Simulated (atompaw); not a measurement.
# Tungsten: generating and testing a PAW (atompaw) potential

Do these settings give a usable potential? It is generated, then checked for scattering, ghosts and hardness.

Program: atompaw 4.2.0.5. Reference atom: PBEsol, scalar-relativistic, spherical and spin-unpolarised. All values are calculated.

1 further run of the same task is left out (set aside as unsound or not needed).

## Step 1: The design

Typed settings, in words:

* element: tungsten (W, Z = 74)
* type: PAW
* frozen core: [Kr] 4d10 4f14
* valence charge: 14
* reference configuration: 5s2 5p6 5d4 6s2 6p0
* partial waves: 5s (bound): rc 1.30 bohr; 6s (bound): rc 2.40 bohr; 5p (bound): rc 1.75 bohr; 6p (bound, empty): rc 2.40 bohr; 5d (bound): rc 1.55 bohr; 5d channel at 4.5 Ry: rc 1.55 bohr
* local potential: troulliermartins scheme with l = 3 at 0.5 Ry, radius 1.60 bohr
* core correction: smooth core density matched at 1.45 bohr
* augmentation charge: sinc compensation charge, radius 2.00 bohr; PAW radius 2.40 bohr; waves and projectors: custom polynom2 7 10 vanderbiltortho

The nodes and maxima of the atom's own shells, from an earlier all-electron run, set the scale for the radii.

All-electron outer shells of the reference configuration (PBEsol, scalar-relativistic, ld1.x):

```json
{"shell": "4d", "level (eV)": "-238.27", "outermost node (bohr)": "0.22", "outermost maximum (bohr)": "0.45"}
{"shell": "5s", "level (eV)": "-79.11", "outermost node (bohr)": "0.53", "outermost maximum (bohr)": "0.96"}
{"shell": "5p", "level (eV)": "-43.22", "outermost node (bohr)": "0.57", "outermost maximum (bohr)": "1.09"}
{"shell": "4f", "level (eV)": "-33.24", "outermost node (bohr)": "–", "outermost maximum (bohr)": "0.43"}
{"shell": "6s", "level (eV)": "-5.75", "outermost node (bohr)": "1.28", "outermost maximum (bohr)": "2.64"}
{"shell": "5d", "level (eV)": "-4.51", "outermost node (bohr)": "0.63", "outermost maximum (bohr)": "1.49"}
{"shell": "6p", "level (eV)": "-1.33", "outermost node (bohr)": "1.54", "outermost maximum (bohr)": "3.70"}
```

## Step 2: Generating the potential

Input file W.input:

```
W 74
GGA-PBESOL scalarrelativistic loggrid 2001 logderivrange -8 5 326
6 6 5 4 0 0
6 1 0
5 2 4
0 0 0
c
c
c
c
v
v
c
c
c
v
v
c
c
v
c
2
2.40 2.00 1.60 1.45
n
n
y
4.5
n
custom polynom2 7 10 vanderbiltortho sinc
3 0.5 troulliermartins
1.30
2.40
1.75
2.40
1.55
1.55
PWSCFOUT
UPFDX 0.0125d0 UPFXMIN -7.d0 UPFZMESH 74.d0
END
```

Started as:

```
atompaw < W.input > W.log
```

**Question.** What will these runs give? Wanted: cutoffs for 10 and 1 mRy, occupied levels; bound ghosts; largest phase difference near zero energy, channels read; lowest eigenvalue of the overlap; share of valence orbitals outside the PAW sphere; UPF file.

**Answer**, as computed:

| quantity | value |
| --- | --- |
| cutoffs for 10 and 1 mRy, occupied levels | 30 Ry and 140 Ry |
| bound ghosts | s at -178.54 eV |
| largest phase difference near zero energy, channels read | 2.895 rad |
| lowest eigenvalue of the overlap (Bessel basis) | 0.278 (s) |
| share of valence orbitals outside the PAW sphere | 5s 0 %, 6s 74 %, 5p 2 %, 6p 94 %, 5d 29 % |
| UPF file | written |

It has a bound ghost (s), a state that the atom doesn't have, and that rules the file out. By its cutoff, 30 Ry for the looser tolerance, it is soft on the atom at that tolerance. The tighter tolerance needs 140 Ry, and converged work needs a cutoff nearer that. Of the channels read, p scatters worst near zero energy, by up to 2.89 rad. A step near π is an extra or missing state, not a misfit of shape. The pseudo curves have a pole with no partner nearby in the atom's: p at 0.40 Ry. At positive energy that is a spurious or a displaced resonance. Note that the frozen 4f shell (-33 eV) lies higher than the valence 5s shell (-79 eV). These are tests on the free atom; a crystal test is still owed.
